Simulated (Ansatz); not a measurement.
# Ge4MoW: the cost of one run

Computed with Ansatz 0.2.0 (DFT PBE, scalar-relativistic, plane waves, PAW, unless a step's input says otherwise).

1 further run of the same task is left out (set aside as unsound or not needed).

## (1) The starting structure

Symmetry: P4/mmm, No. 123, tetragonal system. Conventional cell: a = 3.340 Å, b = 3.340 Å, c = 8.288 Å, α = 90.00°, β = 90.00°, γ = 90.00°. Ge (site symmetry 4mm) has 5 Ge at 2.70 to 2.77 Å and 4 W at 2.72 Å and 1 Mo at 2.80 Å as nearest neighbours. Ge (site symmetry 4mm) has 5 Ge at 2.68 to 2.77 Å and 4 Mo at 2.71 Å and 1 W at 2.81 Å as nearest neighbours. Mo (site symmetry 4/mmm) has 10 Ge at 2.71 to 2.80 Å as nearest neighbours. Around W (site symmetry 4/mmm) lie 10 Ge at 2.72 to 2.81 Å.

Coordinates:

```cif
data_structure
_symmetry_space_group_name_H-M 'P 1'
_symmetry_Int_Tables_number 1
_cell_length_a 3.3398
_cell_length_b 3.3398
_cell_length_c 8.2882
_cell_angle_alpha 90.000
_cell_angle_beta 90.000
_cell_angle_gamma 90.000
_cell_volume 92.45
loop_
_atom_site_label
_atom_site_type_symbol
_atom_site_fract_x
_atom_site_fract_y
_atom_site_fract_z
_atom_site_occupancy
Ge1 Ge 0.00000 0.00000 0.66274 1
Ge2 Ge 0.50000 0.50000 0.16145 1
Ge3 Ge 0.00000 0.00000 0.33726 1
Ge4 Ge 0.50000 0.50000 0.83855 1
Mo1 Mo 0.00000 0.00000 0.00000 1
W1 W 0.50000 0.50000 0.50000 1
```

The cell was relaxed beforehand at this level, from a generated guess; it needn't be the stable form of this composition. At a tolerance of 0.05 Å it has space group P4/mmm (No. 123); it has 15.41 Å³/atom, an uncorrected energy of -0.04 eV/atom over the elements.

## (2) Bands, states and charges

Input file input.yaml:

```yaml
crystal:
  lattice:
    - [3.3397563954, 0.0, 0.0]
    - [0.0, 3.3397563954, 0.0]
    - [0.0, 0.0, 8.2881631383]
  atoms:
    - { symbol: Ge, position: [0.0, 0.0, 0.6627371403] }
    - { symbol: Ge, position: [0.5, 0.5, 0.1614472241] }
    - { symbol: Ge, position: [0.0, 0.0, 0.3372628597] }
    - { symbol: Ge, position: [0.5, 0.5, 0.8385527759] }
    - { symbol: Mo, position: [0.0, 0.0, 0.0] }
    - { symbol: W, position: [0.5, 0.5, 0.5] }
basis:
  ecutwfc: 420
kpoints:
  mp_grid: { grid: [12, 12, 6] }
  band_path:
    path:
      - [[0.0, 0.0, 0.0], [0.0, 0.5, 0.0], [0.5, 0.5, 0.0], [0.0, 0.0, 0.0], [0.0, 0.0, 0.5], [0.0, 0.5, 0.5], [0.5, 0.5, 0.5], [0.0, 0.0, 0.5]]
      - [[0.0, 0.5, 0.0], [0.0, 0.5, 0.5]]
      - [[0.5, 0.5, 0.0], [0.5, 0.5, 0.5]]
    npoints: 14
hamiltonian:
  xc: pbe
scf:
  occupations: { method: gaussian, width: 0.1 }
  n_extra_bands: 15
output:
  forces: true
  stress: true
  eigenvalues: true
  populations: true
  dos: { projected: true, de: 0.02, nscf_kmesh: { grid: [15, 15, 8] } }
  bader: true
  write_density: true
  write_potential: true
  elf: true
  volumetric_format: npy
```

Command:

```bash
> ansatz run input.yaml --threads 1 --pin off --max-ram 2560MiB --backend cpu --events-out ev --progress --plain --runs-dir out
```

**Question.** How long does this run take on 1 thread of Intel Xeon at 2.70GHz, shared host, and how much memory does it need?

About 2.7 min, with a peak of 0.87 GiB.
